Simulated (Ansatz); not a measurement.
# C₆H₁₄N₂Si: up Jacob's ladder to CCSD(T)

The task here is to estimate one member of a computed series from the others.

Program: Ansatz 0.2.0, Gaussian basis. Level of theory: functionals in def2-TZVPP, the program's frozen cores in correlated methods. These are calculated values, not measurements.

The runs, in order: LDA (SPW92), PBE-D4, revPBE-D4, BLYP-D4, r2SCAN-D4, B97M-V, PBE0-D4, B3LYP-D4, r2SCANh-D4, r2SCAN0-D4, HSE06-D4, BHLYP-D4, CAM-B3LYP-D4, LC-ωPBE, ωB97X-V, ωB97M-V, B2PLYP, PBE-QIDH; CCSD(T)/def2-SVP; CCSD(T)/def2-TZVPP; MP2/def2-QZVPP; extrapolation to the limit; RPA on PBE.

## Structure used throughout

An earlier PBE0-D4 in a triple-zeta def2 set relaxation fixed the geometry.

SMILES `C=C[Si](N)(C=C)N(C)C`, 23 atoms, charge 0, spin multiplicity 1.

Atoms are counted from 1 here; the program's logs count them from 0.

Bond lengths: C1–C2 1.331 Å, C1–H10 1.087 Å, C1–H11 1.087 Å, C2–Si3 1.869 Å, C2–H12 1.091 Å, Si3–N4 1.722 Å, Si3–C5 1.869 Å, Si3–N7 1.724 Å, N4–H13 1.008 Å, N4–H14 1.007 Å, C5–C6 1.331 Å, C5–H15 1.091 Å, C6–H16 1.087 Å, C6–H17 1.087 Å, N7–C8 1.443 Å, N7–C9 1.445 Å, C8–H18 1.090 Å, C8–H19 1.098 Å and more. Angles: C2–C1–H10 121.4°, C2–C1–H11 122.5°, H10–C1–H11 116.1°, C1–C2–Si3 124.8°, C1–C2–H12 117.4°, Si3–C2–H12 117.6°, C2–Si3–N4 114.4°, C2–Si3–C5 108.0°, C2–Si3–N7 107.7°, N4–Si3–C5 105.4°, N4–Si3–N7 106.7°, C5–Si3–N7 114.9°, Si3–N4–H13 118.9°, Si3–N4–H14 117.9°, H13–N4–H14 110.5°, Si3–C5–C6 124.2°, Si3–C5–H15 118.5°, C6–C5–H15 117.3° and more.

Set-up of the first run:

File in.yaml:

```yaml
crystal:
  periodic: [false, false, false]
  atoms:
    - {symbol: C, position_ang: [1.694120, -1.982301, -1.340913]}
    - {symbol: C, position_ang: [0.396862, -1.783589, -1.121958]}
    - {symbol: Si, position_ang: [-0.347200, -0.187787, -0.495614]}
    - {symbol: N, position_ang: [-0.742326, 0.944878, -1.731017]}
    - {symbol: C, position_ang: [-1.968692, -0.596932, 0.340071]}
    - {symbol: C, position_ang: [-3.017113, 0.222612, 0.381851]}
    - {symbol: N, position_ang: [0.821007, 0.573698, 0.518457]}
    - {symbol: C, position_ang: [1.514411, -0.161515, 1.549155]}
    - {symbol: C, position_ang: [0.723980, 1.981225, 0.828903]}
    - {symbol: H, position_ang: [2.432150, -1.223116, -1.094348]}
    - {symbol: H, position_ang: [2.079602, -2.902625, -1.772117]}
    - {symbol: H, position_ang: [-0.287508, -2.587752, -1.395962]}
    - {symbol: H, position_ang: [-0.022376, 1.233501, -2.375071]}
    - {symbol: H, position_ang: [-1.621128, 0.832632, -2.210496]}
    - {symbol: H, position_ang: [-2.056044, -1.547269, 0.867996]}
    - {symbol: H, position_ang: [-3.000863, 1.192257, -0.109195]}
    - {symbol: H, position_ang: [-3.933892, -0.028095, 0.909374]}
    - {symbol: H, position_ang: [1.543342, -1.226210, 1.316015]}
    - {symbol: H, position_ang: [2.550271, 0.189446, 1.647051]}
    - {symbol: H, position_ang: [1.035577, -0.041374, 2.533044]}
    - {symbol: H, position_ang: [1.724494, 2.426456, 0.905025]}
    - {symbol: H, position_ang: [0.173816, 2.505856, 0.047908]}
    - {symbol: H, position_ang: [0.212413, 2.159102, 1.787441]}
basis:
  gaussian: {orbitals: def2-TZVPP}
hamiltonian: {xc: lda}
output: {orbitals: {seedname: orbitals}}
```

Among the steps run: LDA; PBE-D4 (GGA); revPBE-D4 (GGA); BLYP-D4 (GGA); r2SCAN-D4 (meta-GGA); B97M-V (meta-GGA); PBE0-D4 (hybrid); B3LYP-D4 (hybrid); r2SCANh-D4 (hybrid); r2SCAN0-D4 (hybrid); HSE06-D4 (hybrid); BHLYP-D4 (hybrid); CAM-B3LYP-D4 (range-separated); LC-ωPBE-D4 (range-separated; the results give it without D4); ωB97X-V (range-separated); ωB97M-V (range-separated); B2PLYP (double hybrid); PBE-QIDH (double hybrid).

One table of the session follows, with a row left open; its other results are not shown here.

It belongs to the step «Orbital energies across the functionals». 

```
  functional  HOMO (eV)  gap (eV)
 LDA (SPW92)      -4.95      3.25
      PBE-D4      -4.84      3.39
   revPBE-D4      -4.78      3.44
     BLYP-D4      -4.73      3.44
   r2SCAN-D4      -5.06      3.80
      B97M-V      -5.20      3.97
     PBE0-D4          ?         ?
    B3LYP-D4      -5.91      5.22
  r2SCANh-D4      -5.54      4.63
  r2SCAN0-D4      -6.27      5.88
    HSE06-D4      -5.71      4.84
    BHLYP-D4      -7.35      7.92
CAM-B3LYP-D4      -7.47      8.11
     LC-ωPBE      -8.78     10.57
     ωB97X-V      -8.47     10.15
     ωB97M-V      -8.40      9.92
```

Estimate the missing values for PBE0-D4.

As computed: HOMO (eV): -6.11; gap (eV): 5.62. In the column «HOMO (eV)» it lies between r2SCAN0-D4 (-6.27) and B3LYP-D4 (-5.91).
